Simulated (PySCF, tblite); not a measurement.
**C7H11O radical: geometry, infrared bands and EPR parameters**

What infrared bands and EPR parameters should C7H11O radical (`C/[C]=C\C(=O)CCC`) show?

Computed with tblite 0.8.0 and PySCF 2.14.0, with density-fitted response routines of our own, on a single molecule in the gas phase. Atoms are numbered from 0 throughout.

**1. The molecule as given**

19 atoms, charge 0, multiplicity 2; geometry from: force field or distance geometry start.

Bonds of the start (Å): C0–C1 1.48, C1–C2 1.31, C2–C3 1.48, C3–O4 1.23, C3–C5 1.50, C5–C6 1.53, C6–C7 1.49, C0–H8 1.12, C0–H9 1.11, C0–H10 1.10, C2–H11 1.09, C5–H12 1.13, C5–H13 1.10, C6–H14 1.13, C6–H15 1.09, C7–H16 1.12, C7–H17 1.13, C7–H18 1.10.

**2. Relaxing the molecule with GFN2-xTB**

Job settings and geometry (Å):

```
{"job": {"kind": "relax", "xc": "GFN2-xTB", "basis": "xTB"}, "charge": 0, "multiplicity": 2}
C      3.312800    -0.128700    -0.280100
C      2.831300    -0.702600     0.995800
C      1.538600    -0.700400     1.223900
C      0.563200    -0.145300     0.263700
O      0.858700     0.351100    -0.818100
C     -0.884300    -0.203900     0.635100
C     -1.606700     0.437300    -0.550500
C     -3.063900     0.421300    -0.241200
H      4.420000    -0.321500    -0.288600
H      2.931200    -0.664100    -1.171900
H      3.132400     0.959400    -0.326000
H      1.193600    -1.126400     2.162700
H     -1.085100     0.393000     1.578600
H     -1.226100    -1.242100     0.783100
H     -1.260600     1.507200    -0.615600
H     -1.358200    -0.108800    -1.458800
H     -3.629400     0.604000    -1.189800
H     -3.370100    -0.576500     0.199800
H     -3.307100     1.256100     0.430300
```

Command:

```bash
> OMP_NUM_THREADS=1 python probes_run.py task.json out
```

One launch serves the whole session: the jobs run in the order shown.

**Question.** This job is followed by: GFN2-xTB harmonic vibrations, gas phase; UKS B3LYP, pcH-1 on C H O, non-relativistic, mean-field spin-orbit, GIAO. What will the session give for the following? strongest single infrared mode (GFN2-xTB); zero-point energy (GFN2-xTB); g(iso) (B3LYP); ⟨S²⟩; largest a(iso) (averaged by class); potential on the surface of density 0.002 e/bohr³, 1st and 99th percentile.

The runs gave:

| quantity | value |
| --- | --- |
| strongest single infrared mode (GFN2-xTB) | 1675 cm⁻¹, 215 km/mol |
| zero-point energy (GFN2-xTB) | 99.3 kcal/mol |
| g(iso) (B3LYP) | 2.00216 |
| ⟨S²⟩ | 0.759 (exact 0.75) |
| largest a(iso) (averaged by class) | 13C on C1, 304.7 MHz |
| potential on the surface of density 0.002 e/bohr³, 1st and 99th percentile | -1.56 V and 0.89 V |

The optimisation took 167 steps and gained 0.752 eV; among the close pairs (by a distance rule), C7–H17 changed most, from 1.133 to 1.088 Å. No mode is imaginary among the 51: a minimum at this level. The strongest single mode, at 1675 cm⁻¹, moves mainly C1, C2 and C3. GFN2-xTB is a fitted tight-binding method: band positions and strengths are rough. Its intensities can rank the bands wrongly. C1 carries the largest spin population, 0.98 e. The isotropic g lies 0.2 ppt below the free-electron value.
